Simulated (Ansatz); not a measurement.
# Ba (bcc type): the cost of one run

Computed with Ansatz 0.2.0 (DFT PBE, with the methods named in each step, unless a step's input says otherwise).

### Step 1. The system as given

It takes space group Im-3m (No. 229, cubic). The conventional cell has a = 5.025 Å, b = 5.025 Å, c = 5.025 Å, α = 90.00°, β = 90.00°, γ = 90.00°. Around Ba (site symmetry m-3m) lie 8 Ba at 4.35 Å.

Structure file:

```cif
data_structure
_symmetry_space_group_name_H-M 'P 1'
_symmetry_Int_Tables_number 1
_cell_length_a 4.3518
_cell_length_b 4.3518
_cell_length_c 4.3518
_cell_angle_alpha 109.471
_cell_angle_beta 109.471
_cell_angle_gamma 109.471
_cell_volume 63.44
loop_
_atom_site_label
_atom_site_type_symbol
_atom_site_fract_x
_atom_site_fract_y
_atom_site_fract_z
_atom_site_occupancy
Ba1 Ba 0.00000 0.00000 0.00000 1
```

### Step 2. Bulk cell relaxed, PAW

Contents of input.yaml:

```yaml
crystal:
  lattice:
    - [-2.5124974217, 2.5124974217, 2.5124974217]
    - [2.5124974217, -2.5124974217, 2.5124974217]
    - [2.5124974217, 2.5124974217, -2.5124974217]
  atoms:
    - { symbol: Ba, position: [0.0, 0.0, 0.0] }
kpoints:
  mp_grid: { grid: [12, 12, 12] }
scf:
  occupations: { method: fermi_dirac, width: 0.1 }
hamiltonian:
  xc: pbe
  pseudopotentials: { kind: paw }
output:
  forces: true
  stress: true
relax:
  f_tol: 0.005
  max_steps: 40
  cell: {}
```

Started as:

```sh
ansatz run input.yaml --threads 1 --pin off --max-ram 3584MiB --backend cpu --events-out ev --progress --plain --runs-dir out
```

What time and memory should one allow on 1 thread of Intel Xeon Platinum 8488C (Sapphire Rapids), shared host?

About 4.7 s, with a peak of 0.41 GiB.
